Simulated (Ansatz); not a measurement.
**H2OSZn: vertical ionisation energy**

An exercise on one series of results from a longer session: the logs are not shown, and one member is left open.

Program: Ansatz 0.2.0, Gaussian basis. Level of theory: unrestricted cation, the program's frozen cores in correlated methods. These are calculated values, not measurements.

Plan: UKS PBE-D4/def2-TZVPP; UKS r2SCAN-D4/def2-TZVPP; UKS PBE0-D4/def2-TZVPP; UKS B3LYP-D4/def2-TZVPP; UKS wB97X-V/def2-TZVPP; UKS wB97M-V/def2-TZVPP; UKS B2PLYP (frozen core with 3s3p of Cu, Zn)/def2-TZVPP; UHF-CCSD(T) with 3s3p of Cu, Zn/def2-TZVPP; UHF-CCSD(T) with 3s3p of Cu, Zn/def2-QZVPP; extrapolation to the limit; then −ε(HOMO) from the neutral's earlier runs with LDA (SPW92), PBE-D4, revPBE-D4, BLYP-D4, r2SCAN-D4, B97M-V, PBE0-D4, B3LYP-D4, r2SCANh-D4, r2SCAN0-D4, HSE06-D4, BHLYP-D4, CAM-B3LYP-D4, LC-ωPBE, ωB97X-V, ωB97M-V.

## The relaxed structure

All runs share one geometry, relaxed beforehand with PBE0-D4 in a triple-zeta def2 set.

SMILES `[OH][Zn][SH]`, 5 atoms, charge 0, spin multiplicity 1.

Atoms are counted from 1 here; the program's logs count them from 0.

Bond lengths: O1–Zn2 1.773 Å, O1–H4 0.959 Å, Zn2–S3 2.149 Å, S3–H5 1.345 Å. Angles: Zn2–O1–H4 115.7°, O1–Zn2–S3 176.2°, Zn2–S3–H5 93.0°.

The first run:

in.yaml

```yaml
crystal:
  periodic: [false, false, false]
  atoms:
    - {symbol: O, position_ang: [-1.312232, -1.337274, -0.178520]}
    - {symbol: Zn, position_ang: [-0.241246, 0.074921, -0.129238]}
    - {symbol: S, position_ang: [1.030551, 1.805686, -0.209582]}
    - {symbol: H, position_ang: [-1.581916, -1.684623, 0.673305]}
    - {symbol: H, position_ang: [2.154643, 1.067689, -0.197365]}
basis:
  gaussian: {orbitals: def2-TZVPP}
total_charge: 1
magnetization: {spin_polarized: true, initial_magnetization: 1}
hamiltonian: {xc: pbe, dispersion: d4}
```

The run is started by

```sh
$ ansatz run in.yaml --threads 2 --pin off --events-out ev --progress --plain --max-ram 22528MiB --backend cpu
```

Steps of the session up to this table: Cation, UKS PBE-D4/def2-TZVPP; Cation, UKS r2SCAN-D4/def2-TZVPP; Cation, UKS PBE0-D4/def2-TZVPP; Cation, UKS B3LYP-D4/def2-TZVPP; Cation, UKS wB97X-V/def2-TZVPP; Cation, UKS wB97M-V/def2-TZVPP; Cation, UKS B2PLYP (frozen core with 3s3p of Cu, Zn)/def2-TZVPP; Cation, UHF-CCSD(T) with 3s3p of Cu, Zn/def2-TZVPP; Cation, UHF-CCSD(T) with 3s3p of Cu, Zn/def2-QZVPP.

One of the session's tables, all rows but one given; the rest of the session is left out.

It belongs to the step «Ionisation energies side by side». Orbital estimates, from the neutral's runs:

```
  functional  −ε(HOMO) (eV)
 LDA (SPW92)           6.46
      PBE-D4           6.29
   revPBE-D4           6.23
     BLYP-D4           6.13
   r2SCAN-D4           6.56
      B97M-V           6.60
     PBE0-D4           7.51
    B3LYP-D4           7.26
  r2SCANh-D4           7.01
  r2SCAN0-D4           7.69
    HSE06-D4           7.10
    BHLYP-D4           8.56
CAM-B3LYP-D4           8.83
     LC-ωPBE              ?
     ωB97X-V           9.86
     ωB97M-V           9.70
```

Estimate the missing values for LC-ωPBE.

As computed: −ε(HOMO) (eV): 10.23. In the column «−ε(HOMO) (eV)» it is the highest.
